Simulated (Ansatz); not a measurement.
# CuCl: one species, many methods

The task here is to estimate one member of a computed series from the others.

Computed with Ansatz 0.2.0, Gaussian basis. Level: functionals in def2-TZVPP, the program's frozen cores in correlated methods.

The runs, in order: LDA (SPW92), PBE-D4, revPBE-D4, BLYP-D4, r2SCAN-D4, B97M-V, PBE0-D4, B3LYP-D4, r2SCANh-D4, r2SCAN0-D4, HSE06-D4, BHLYP-D4, CAM-B3LYP-D4, LC-ωPBE, ωB97X-V, ωB97M-V, B2PLYP, PBE-QIDH; CCSD(T)/def2-SVP; CCSD(T)/def2-TZVPP; CCSD(T)/def2-QZVPP; extrapolation to the limit; RPA on PBE.

## Structure used throughout

The geometry comes from an earlier relaxation with PBE0-D4 in a triple-zeta def2 set; it is a stationary point.

2 atoms, charge 0, spin multiplicity 1.

Atoms are counted from 1 here; the program's logs count them from 0.

Bond lengths: Cl1–Cu2 2.076 Å.

Set-up of the first run:

The input, in.yaml:

```yaml
crystal:
  periodic: [false, false, false]
  atoms:
    - {symbol: Cl, position_ang: [0.898308, -0.345181, 0.446366]}
    - {symbol: Cu, position_ang: [-0.868808, 0.284981, -0.442366]}
basis:
  gaussian: {orbitals: def2-TZVPP}
hamiltonian: {xc: lda}
output: {orbitals: {seedname: orbitals}}
```

Among the steps run: LDA; PBE-D4 (GGA); revPBE-D4 (GGA); BLYP-D4 (GGA); r2SCAN-D4 (meta-GGA); B97M-V (meta-GGA); PBE0-D4 (hybrid); B3LYP-D4 (hybrid); r2SCANh-D4 (hybrid); r2SCAN0-D4 (hybrid); HSE06-D4 (hybrid); BHLYP-D4 (hybrid); CAM-B3LYP-D4 (range-separated); LC-ωPBE-D4 (range-separated; the results give it without D4); ωB97X-V (range-separated); ωB97M-V (range-separated); B2PLYP (double hybrid); PBE-QIDH (double hybrid).

One of the session's tables, all rows but one given; the rest of the session is left out.

It belongs to the step «Frontier levels by functional». 

| functional | HOMO (eV) | LUMO (eV) | gap (eV) |
| --- | --- | --- | --- |
| LDA (SPW92) | ? | ? | ? |
| PBE-D4 | -5.99 | -3.91 | 2.08 |
| revPBE-D4 | -5.90 | -3.80 | 2.10 |
| BLYP-D4 | -5.93 | -3.97 | 1.96 |
| r2SCAN-D4 | -6.14 | -3.61 | 2.54 |
| B97M-V | -6.28 | -3.84 | 2.45 |
| PBE0-D4 | -7.45 | -2.90 | 4.55 |
| B3LYP-D4 | -7.26 | -3.33 | 3.92 |
| r2SCANh-D4 | -6.75 | -3.23 | 3.52 |
| r2SCAN0-D4 | -7.60 | -2.71 | 4.90 |
| HSE06-D4 | -7.04 | -3.27 | 3.77 |
| BHLYP-D4 | -8.70 | -2.16 | 6.55 |
| CAM-B3LYP-D4 | -8.88 | -2.11 | 6.77 |
| LC-ωPBE | -10.15 | -0.77 | 9.37 |
| ωB97X-V | -9.83 | -0.93 | 8.90 |
| ωB97M-V | -9.76 | -1.24 | 8.52 |

Estimate the missing values for LDA (SPW92).

As computed: HOMO (eV): -6.24; LUMO (eV): -4.15; gap (eV): 2.09. In the column «HOMO (eV)» it lies between B97M-V (-6.28) and r2SCAN-D4 (-6.14).
